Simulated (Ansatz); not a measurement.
**GeH2Cl (quartet): B2PLYP, RPA-PBE over vertical spin and charge gaps, cc-pVTZ**

How well do these functionals follow the top wave-function level for GeH2Cl (quartet) over vertical spin and charge gaps?

Program: Ansatz 0.2.0, Gaussian basis. Level of theory: cc-pVTZ, all electrons in the functionals, frozen cores in the correlation of double hybrids and RPA. These are calculated values, not measurements.

The runs, in order: B2PLYP, RPA-PBE, at charge 0, quartet; charge 0, doublet; charge 0, sextet; charge 1, triplet; charge 1, quintet.

9 further runs of the same task are left out: 4 for a known fault of the program, 5 set aside as unsound or not needed.

## (1) The system

The geometry is a PBE0/def2-TZVP stationary point (not a proven minimum). No spin-orbit coupling is included. The filled d shell of Ge may be among the frozen orbitals whatever the setting's name suggests; the logs give the count.

4 atoms, charge 0, spin multiplicity 4.

Atoms are counted from 1 here; the program's logs count them from 0.

Bond lengths: Ge1–Cl2 2.208 Å, H3–H4 0.807 Å.

No dispersion term is added.

The geometry shown and the zero of energy belong to the point charge 0, quartet. The yardstick, UCCSD(T), and other wave-function levels (R restricted, U unrestricted, valence and pair active spaces) come from earlier runs.

## (2) B2PLYP, charge 0, quartet

in.yaml

```yaml
crystal:
  periodic: [false, false, false]
  atoms:
    - {symbol: Ge, position_ang: [-0.000021, 0.000203, -0.411070]}
    - {symbol: Cl, position_ang: [-0.000013, 0.000140, -2.619191]}
    - {symbol: H, position_ang: [0.000017, 0.403546, 1.515482]}
    - {symbol: H, position_ang: [0.000017, -0.403889, 1.514779]}
basis:
  gaussian: {orbitals: cc-pVTZ}
magnetization: {spin_polarized: true, initial_magnetization: 3}
hamiltonian: {xc: {name: B2PLYP}}
correlation: {electrons: outside_noble_gas}
```

Started as:

```sh
$ ansatz run in.yaml --threads 2 --pin off --events-out ev --progress --plain --max-ram 16896MiB --backend cuda --devices 0, --max-vram 18GiB
```

The log of the run:

```text
Functional definition: B2PLYP
  name "B2PLYP"
  cite "Grimme, J. Chem. Phys. 124, 034108 (2006) doi:10.1063/1.2148954"
  cite "Becke, Phys. Rev. A 38, 3098 (1988) doi:10.1103/PhysRevA.38.3098"
  cite "Lee, Yang & Parr, Phys. Rev. B 37, 785 (1988) doi:10.1103/PhysRevB.37.785"
  parameter a = 0.53
  parameter c = 0.27
  exchange = (1 - a)*b88_x + a*exact_x
  correlation = (1 - c)*lyp_c + c*(mp2_os + mp2_ss)
635 factors; integrals over basis functions are off by at most 1.2e-3 eV
mean field evaluation 1: about -69053.2258 eV, gradient 6.9e0 eV
mean field evaluation 2: about -69053.2816 eV, gradient 6.9e0 eV
mean field evaluation 4: about -69053.7708 eV, gradient 1.6e0 eV
mean field evaluation 8: about -69053.8007 eV, gradient 2.0e-1 eV
mean field evaluation 16: about -69053.8014 eV, gradient 7.3e-4 eV
mean field -69053.80137389 eV, -2537.6803941427 hartree, gradient 7.6e-6 eV, S^2 3.759124; 0 other end points of the search recorded, 0 dependent functions left out
19 core orbitals not correlated: weight in the atoms' cores, before any rotation towards them, 0.998 or more for the frozen orbitals, at most 0.001 for the correlated occupied ones
reference -69053.80151547 eV, -2537.6803993456 hartree; 8, 5 occupied and 78, 81 virtual orbitals, 635 factors
second order -9.24765231 eV of doubles, -0.00000000 eV of singles
Total energy: -69056.29838159 eV, -2537.7721574832 hartree
```

It took 1.4 s on 1 × H100 (card shared with other runs) with 2 threads of AMD EPYC 7R13, shared host; peak host memory 0.8 GiB.

From the report: ⟨S²⟩ of the determinant 3.759 (pure quartet: 3.75).

## (3) B2PLYP, charge 0, doublet

Changes to in.yaml since step 2:

```diff
@@ -9,3 +9,3 @@
   gaussian: {orbitals: cc-pVTZ}
-magnetization: {spin_polarized: true, initial_magnetization: 3}
+magnetization: {spin_polarized: true, initial_magnetization: 1}
 hamiltonian: {xc: {name: B2PLYP}}
```

The command is unchanged.

The log of the run (excerpt; [...] marks lines left out):

```text
Functional definition: B2PLYP
  name "B2PLYP"
  cite "Grimme, J. Chem. Phys. 124, 034108 (2006) doi:10.1063/1.2148954"
  cite "Becke, Phys. Rev. A 38, 3098 (1988) doi:10.1103/PhysRevA.38.3098"
  cite "Lee, Yang & Parr, Phys. Rev. B 37, 785 (1988) doi:10.1103/PhysRevB.37.785"
[...]
635 factors; integrals over basis functions are off by at most 1.2e-3 eV
[...]
mean field -69055.62014457 eV, -2537.7472327323 hartree, gradient 8.2e-6 eV, S^2 0.755269; 4 other end points of the search recorded, 0 dependent functions left out
19 core orbitals not correlated: weight in the atoms' cores, before any rotation towards them, 0.999 or more for the frozen orbitals, at most 0.001 for the correlated occupied ones
reference -69055.62027996 eV, -2537.7472377080 hartree; 7, 6 occupied and 79, 80 virtual orbitals, 635 factors
second order -10.12520419 eV of doubles, -0.00000000 eV of singles
Total energy: -69058.35408509 eV, -2537.8477031935 hartree
```

It took 1.6 s on 1 × H100 (card shared with other runs) with 2 threads of AMD EPYC 7R13, shared host; peak host memory 0.79 GiB.

From the report: ⟨S²⟩ of the determinant 0.755 (pure doublet: 0.75).

From charge 0, quartet: -198.3 kJ/mol.

## (4) B2PLYP, charge 0, sextet

Changes to in.yaml since step 3:

```diff
@@ -9,3 +9,3 @@
   gaussian: {orbitals: cc-pVTZ}
-magnetization: {spin_polarized: true, initial_magnetization: 1}
+magnetization: {spin_polarized: true, initial_magnetization: 5}
 hamiltonian: {xc: {name: B2PLYP}}
```

Same command.

The log of the run (excerpt; [...] marks lines left out):

```text
Functional definition: B2PLYP
  name "B2PLYP"
  cite "Grimme, J. Chem. Phys. 124, 034108 (2006) doi:10.1063/1.2148954"
  cite "Becke, Phys. Rev. A 38, 3098 (1988) doi:10.1103/PhysRevA.38.3098"
  cite "Lee, Yang & Parr, Phys. Rev. B 37, 785 (1988) doi:10.1103/PhysRevB.37.785"
[...]
635 factors; integrals over basis functions are off by at most 1.2e-3 eV
[...]
mean field -69045.41070286 eV, -2537.3720426697 hartree, gradient 1.9e-8 eV, S^2 8.757983; 4 other end points of the search recorded, 0 dependent functions left out
19 core orbitals not correlated: weight in the atoms' cores, before any rotation towards them, 0.996 or more for the frozen orbitals, at most 0.003 for the correlated occupied ones
reference -69045.41083219 eV, -2537.3720474226 hartree; 9, 4 occupied and 77, 82 virtual orbitals, 635 factors
second order -8.36829283 eV of doubles, -0.00000000 eV of singles
Total energy: -69047.67027125 eV, -2537.4550802767 hartree
```

Wall time 2.7 s (1 × H100 (card shared with other runs) with 2 threads of AMD EPYC 7R13, shared host); peak host memory 0.79 GiB.

From the report: ⟨S²⟩ of the determinant 8.758 (pure sextet: 8.75).

From charge 0, quartet: +832.5 kJ/mol.

## (5) B2PLYP, charge 1, triplet

Changes to in.yaml since step 4:

```diff
@@ -9,3 +9,4 @@
   gaussian: {orbitals: cc-pVTZ}
-magnetization: {spin_polarized: true, initial_magnetization: 5}
+total_charge: 1
+magnetization: {spin_polarized: true, initial_magnetization: 2}
 hamiltonian: {xc: {name: B2PLYP}}
```

The command is unchanged.

The log of the run (excerpt; [...] marks lines left out):

```text
Functional definition: B2PLYP
  name "B2PLYP"
  cite "Grimme, J. Chem. Phys. 124, 034108 (2006) doi:10.1063/1.2148954"
  cite "Becke, Phys. Rev. A 38, 3098 (1988) doi:10.1103/PhysRevA.38.3098"
  cite "Lee, Yang & Parr, Phys. Rev. B 37, 785 (1988) doi:10.1103/PhysRevB.37.785"
[...]
635 factors; integrals over basis functions are off by at most 1.2e-3 eV
[...]
mean field -69046.18077836 eV, -2537.4003424225 hartree, gradient 3.6e-6 eV, S^2 2.015691; 8 other end points of the search recorded, 0 dependent functions left out
19 core orbitals not correlated: weight in the atoms' cores, before any rotation towards them, 0.999 or more for the frozen orbitals, at most 0.001 for the correlated occupied ones
reference -69046.18091409 eV, -2537.4003474104 hartree; 7, 5 occupied and 79, 81 virtual orbitals, 635 factors
second order -9.02820157 eV of doubles, -0.00000000 eV of singles
Total energy: -69048.61852851 eV, -2537.4899280882 hartree
```

Wall time 2 s (1 × H100 (card shared with other runs) with 2 threads of AMD EPYC 7R13, shared host); peak host memory 0.8 GiB.

From the report: ⟨S²⟩ of the determinant 2.016 (pure triplet: 2.00).

From charge 0, quartet: +741.0 kJ/mol.

## (6) B2PLYP, charge 1, quintet

Changes to in.yaml since step 5:

```diff
@@ -10,3 +10,3 @@
 total_charge: 1
-magnetization: {spin_polarized: true, initial_magnetization: 2}
+magnetization: {spin_polarized: true, initial_magnetization: 4}
 hamiltonian: {xc: {name: B2PLYP}}
```

Launched as before.

The log of the run (excerpt; [...] marks lines left out):

```text
Functional definition: B2PLYP
  name "B2PLYP"
  cite "Grimme, J. Chem. Phys. 124, 034108 (2006) doi:10.1063/1.2148954"
  cite "Becke, Phys. Rev. A 38, 3098 (1988) doi:10.1103/PhysRevA.38.3098"
  cite "Lee, Yang & Parr, Phys. Rev. B 37, 785 (1988) doi:10.1103/PhysRevB.37.785"
[...]
635 factors; integrals over basis functions are off by at most 1.2e-3 eV
[...]
mean field -69042.53553637 eV, -2537.2663822503 hartree, gradient 1.1e-8 eV, S^2 6.009204; 2 other end points of the search recorded, 0 dependent functions left out
19 core orbitals not correlated: weight in the atoms' cores, before any rotation towards them, 0.997 or more for the frozen orbitals, at most 0.002 for the correlated occupied ones
reference -69042.53567171 eV, -2537.2663872238 hartree; 8, 4 occupied and 78, 82 virtual orbitals, 635 factors
second order -7.63080408 eV of doubles, -0.00000000 eV of singles
Total energy: -69044.59598881 eV, -2537.3421024808 hartree
```

Run time: 7 s. Hardware: 1 × H100 (card shared with other runs) with 2 threads of AMD EPYC 7R13, shared host; peak host memory 0.79 GiB.

From the report: ⟨S²⟩ of the determinant 6.009 (pure quintet: 6.00).

From charge 0, quartet: +1129.1 kJ/mol.

## (7) RPA-PBE, charge 0, quartet

Changes to in.yaml since step 6:

```diff
@@ -9,5 +9,4 @@
   gaussian: {orbitals: cc-pVTZ}
-total_charge: 1
-magnetization: {spin_polarized: true, initial_magnetization: 4}
-hamiltonian: {xc: {name: B2PLYP}}
-correlation: {electrons: outside_noble_gas}
+magnetization: {spin_polarized: true, initial_magnetization: 3}
+hamiltonian: {xc: {name: PBE}}
+correlation: {method: rpa, electrons: outside_noble_gas}
```

Launched as before.

The log of the run (excerpt; [...] marks lines left out):

```text
Functional definition: PBE
  name "PBE"
  cite "Perdew, Burke & Ernzerhof, Phys. Rev. Lett. 77, 3865 (1996) doi:10.1103/PhysRevLett.77.3865"
  parent pbe
[...]
635 factors; integrals over basis functions are off by at most 1.2e-3 eV
[...]
mean field -69057.46871417 eV, -2537.8151664121 hartree, gradient 7.4e-6 eV, S^2 3.752383; 2 other end points of the search recorded, 0 dependent functions left out
19 core orbitals not correlated: weight in the atoms' cores, before any rotation towards them, 0.997 or more for the frozen orbitals, at most 0.002 for the correlated occupied ones
reference -69006.38665133 eV, -2535.9379352274 hartree; 8, 5 occupied and 78, 81 virtual orbitals, 635 factors
Total energy: -69020.37659202 eV, -2536.4520560650 hartree
```

Run time: 1.6 s. Hardware: 1 × H100 (card shared with other runs) with 2 threads of AMD EPYC 7R13, shared host; peak host memory 0.88 GiB.

From the report: ⟨S²⟩ of the determinant 3.752 (pure quartet: 3.75).

## (8) RPA-PBE, charge 0, doublet

Changes to in.yaml since step 7:

```diff
@@ -9,3 +9,3 @@
   gaussian: {orbitals: cc-pVTZ}
-magnetization: {spin_polarized: true, initial_magnetization: 3}
+magnetization: {spin_polarized: true, initial_magnetization: 1}
 hamiltonian: {xc: {name: PBE}}
```

The command is unchanged.

The log of the run (excerpt; [...] marks lines left out):

```text
Functional definition: PBE
  name "PBE"
  cite "Perdew, Burke & Ernzerhof, Phys. Rev. Lett. 77, 3865 (1996) doi:10.1103/PhysRevLett.77.3865"
  parent pbe
[...]
635 factors; integrals over basis functions are off by at most 1.2e-3 eV
[...]
mean field -69059.54332681 eV, -2537.8914070207 hartree, gradient 2.0e-6 eV, S^2 0.752718; 4 other end points of the search recorded, 0 dependent functions left out
19 core orbitals not correlated: weight in the atoms' cores, before any rotation towards them, 0.998 or more for the frozen orbitals, at most 0.001 for the correlated occupied ones
reference -69007.48642438 eV, -2535.9783511415 hartree; 7, 6 occupied and 79, 80 virtual orbitals, 635 factors
Total energy: -69022.28728254 eV, -2536.5222726468 hartree
```

Run time: 2.4 s. Hardware: 1 × H100 (card shared with other runs) with 2 threads of AMD EPYC 7R13, shared host; peak host memory 0.88 GiB.

From the report: ⟨S²⟩ of the determinant 0.753 (pure doublet: 0.75).

From charge 0, quartet: -184.4 kJ/mol.

## (9) RPA-PBE, charge 0, sextet

Changes to in.yaml since step 8:

```diff
@@ -9,3 +9,3 @@
   gaussian: {orbitals: cc-pVTZ}
-magnetization: {spin_polarized: true, initial_magnetization: 1}
+magnetization: {spin_polarized: true, initial_magnetization: 5}
 hamiltonian: {xc: {name: PBE}}
```

Launched as before.

The log of the run (excerpt; [...] marks lines left out):

```text
Functional definition: PBE
  name "PBE"
  cite "Perdew, Burke & Ernzerhof, Phys. Rev. Lett. 77, 3865 (1996) doi:10.1103/PhysRevLett.77.3865"
  parent pbe
[...]
635 factors; integrals over basis functions are off by at most 1.2e-3 eV
[...]
mean field -69049.00068371 eV, -2537.5039720326 hartree, gradient 2.1e-8 eV, S^2 8.754050; 10 other end points of the search recorded, 0 dependent functions left out
19 core orbitals not correlated: weight in the atoms' cores, before any rotation towards them, 0.993 or more for the frozen orbitals, at most 0.005 for the correlated occupied ones
reference -68998.55547433 eV, -2535.6501447808 hartree; 9, 4 occupied and 77, 82 virtual orbitals, 635 factors
Total energy: -69011.97345563 eV, -2536.1432464986 hartree
```

Run time: 4.2 s. Hardware: 1 × H100 (card shared with other runs) with 2 threads of AMD EPYC 7R13, shared host; peak host memory 0.88 GiB.

From the report: ⟨S²⟩ of the determinant 8.754 (pure sextet: 8.75).

From charge 0, quartet: +810.8 kJ/mol.

## (10) RPA-PBE, charge 1, triplet

Changes to in.yaml since step 9:

```diff
@@ -9,3 +9,4 @@
   gaussian: {orbitals: cc-pVTZ}
-magnetization: {spin_polarized: true, initial_magnetization: 5}
+total_charge: 1
+magnetization: {spin_polarized: true, initial_magnetization: 2}
 hamiltonian: {xc: {name: PBE}}
```

Launched as before.

The log of the run (excerpt; [...] marks lines left out):

```text
Functional definition: PBE
  name "PBE"
  cite "Perdew, Burke & Ernzerhof, Phys. Rev. Lett. 77, 3865 (1996) doi:10.1103/PhysRevLett.77.3865"
  parent pbe
[...]
635 factors; integrals over basis functions are off by at most 1.2e-3 eV
[...]
mean field -69049.81246818 eV, -2537.5338045618 hartree, gradient 3.2e-6 eV, S^2 2.004085; 6 other end points of the search recorded, 0 dependent functions left out
19 core orbitals not correlated: weight in the atoms' cores, before any rotation towards them, 0.999 or more for the frozen orbitals, at most 0.001 for the correlated occupied ones
reference -68998.66155088 eV, -2535.6540430223 hartree; 7, 5 occupied and 79, 81 virtual orbitals, 635 factors
Total energy: -69012.48105685 eV, -2536.1619004994 hartree
```

It took 7 s on 1 × H100 (card shared with other runs) with 2 threads of AMD EPYC 7R13, shared host; peak host memory 0.88 GiB.

From the report: ⟨S²⟩ of the determinant 2.004 (pure triplet: 2.00).

From charge 0, quartet: +761.8 kJ/mol.

## (11) RPA-PBE, charge 1, quintet

Changes to in.yaml since step 10:

```diff
@@ -10,3 +10,3 @@
 total_charge: 1
-magnetization: {spin_polarized: true, initial_magnetization: 2}
+magnetization: {spin_polarized: true, initial_magnetization: 4}
 hamiltonian: {xc: {name: PBE}}
```

The command is unchanged.

The log of the run (excerpt; [...] marks lines left out):

```text
Functional definition: PBE
  name "PBE"
  cite "Perdew, Burke & Ernzerhof, Phys. Rev. Lett. 77, 3865 (1996) doi:10.1103/PhysRevLett.77.3865"
  parent pbe
[...]
635 factors; integrals over basis functions are off by at most 1.2e-3 eV
[...]
mean field -69045.63057030 eV, -2537.3801226492 hartree, gradient 9.5e-9 eV, S^2 6.004004; 5 other end points of the search recorded, 0 dependent functions left out
19 core orbitals not correlated: weight in the atoms' cores, before any rotation towards them, 0.995 or more for the frozen orbitals, at most 0.004 for the correlated occupied ones
reference -68996.08021425 eV, -2535.5591806507 hartree; 8, 4 occupied and 78, 82 virtual orbitals, 635 factors
Total energy: -69008.68686896 eV, -2536.0224666661 hartree
```

It took 2.8 s on 1 × H100 (card shared with other runs) with 2 threads of AMD EPYC 7R13, shared host; peak host memory 0.88 GiB.

From the report: ⟨S²⟩ of the determinant 6.004 (pure quintet: 6.00).

From charge 0, quartet: +1127.9 kJ/mol.

## (12) The comparison

No level is safe as a reference over these points; UCCSD(T) serves as a yardstick only. It comes from earlier runs at the same points. Energies in kJ/mol, counted from charge 0, quartet; blanks weren't run or aren't comparable.

```tsv
level	quartet to doublet	quartet to sextet	ionisation to the triplet cation	ionisation to the quintet cation
UCCSD(T)	-173.9	819.8	757.0	1116.2
B2PLYP	-198.3	832.5	741.0	1129.1
RPA-PBE	-184.4	810.8	761.8	1127.9
```

Largest miss and mean time a point (UCCSD(T) took 7.9 s a point; shared hosts):

```tsv
level	largest miss (kJ/mol)	where	time a point
B2PLYP	-24.4	quartet to doublet	3 s
RPA-PBE	+11.6	ionisation to the quintet cation	3.6 s
```

## (13) Summary of results

| quantity | value |
| --- | --- |
| quartet to doublet, UCCSD(T) | -173.9 kJ/mol |
| quartet to sextet, UCCSD(T) | 819.8 kJ/mol |
| ionisation to the triplet cation, UCCSD(T) | 757.0 kJ/mol |
| ionisation to the quintet cation, UCCSD(T) | 1116.2 kJ/mol |
| largest miss, B2PLYP | -24.4 kJ/mol (quartet to doublet) |
| largest miss, RPA-PBE | +11.6 kJ/mol (ionisation to the quintet cation) |

**Reading.** Of the functionals, RPA-PBE keep the smallest largest miss at the points compared (at most 11.6 kJ/mol) and B2PLYP strays most (24.4 kJ/mol, at quartet to doublet). Functionals and the yardstick converge differently with the basis, so part of each miss in cc-pVTZ is the basis. The yardstick itself may be off where one determinant is a poor start.
